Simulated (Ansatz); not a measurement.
Here is an Ansatz 0.2.0 calculation.

Contents of input.yaml:

```yaml
crystal:
  lattice:
    - [-2.239903, 2.239903, 4.870704]
    - [2.239903, -2.239903, 4.870704]
    - [2.239903, 2.239903, -4.870704]
  atoms:
    - { symbol: Sn, position: [0.5, 0.5, 0.0] }
    - { symbol: Sn, position: [0.25, 0.75, 0.5] }
    - { symbol: Sn, position: [0.75, 0.25, 0.5] }
    - { symbol: Cu, position: [0.0, 0.0, 0.0] }
hamiltonian:
  xc: pbesol
  pseudopotentials: { kind: paw }
kpoints:
  mp_grid: { grid: [8, 8, 8] }
scf:
  occupations: { method: fermi_dirac, width: 0.05 }
output:
  forces: true
  stress: true
  eigenvalues: true
relax:
  f_tol: 0.01
  max_steps: 40
  cell: { stress_tol: 0.05 }
```

Potentials or basis: Ansatz PAW.

Run with:

```bash
$ ansatz run input.yaml --threads 2 --pin off --max-ram 5632MiB --backend cpu --events-out ev --progress --plain --runs-dir out
```

Predict the relaxed volume.

22.62 Å³/atom.

Estimate the relaxed cell.

a = 5.654 Å, b = 5.654 Å, c = 5.654 Å, α = 134.52°, β = 134.52°, γ = 66.28°.

Predict the space group after relaxing (to 0.05 Å).

I4/mmm (No. 139).

Estimate the band gap on the k mesh.

none (metal or under the smearing width).

The path:
| step | energy change (eV) | largest force (eV/Å) | volume (Å³) |
| --- | --- | --- | --- |
| 1 | 0.0000 | 0.0000 | 97.75 |
| 2 | -0.0912 | 0.0000 | 88.15 |
| 3 | -0.1022 | 0.0000 | 90.78 |
| 4 | -0.1025 | 0.0000 | 90.46 |
| 5 | -0.1005 | 0.0000 | 90.46 |

Caveat: the plane-wave basis is chosen anew once the cell has moved, so the energies of steps on either side of that aren't comparable; the PAW data sets come from PBE, with cores solved anew for the run's functional, which leaves a small shift of forces and pressure.
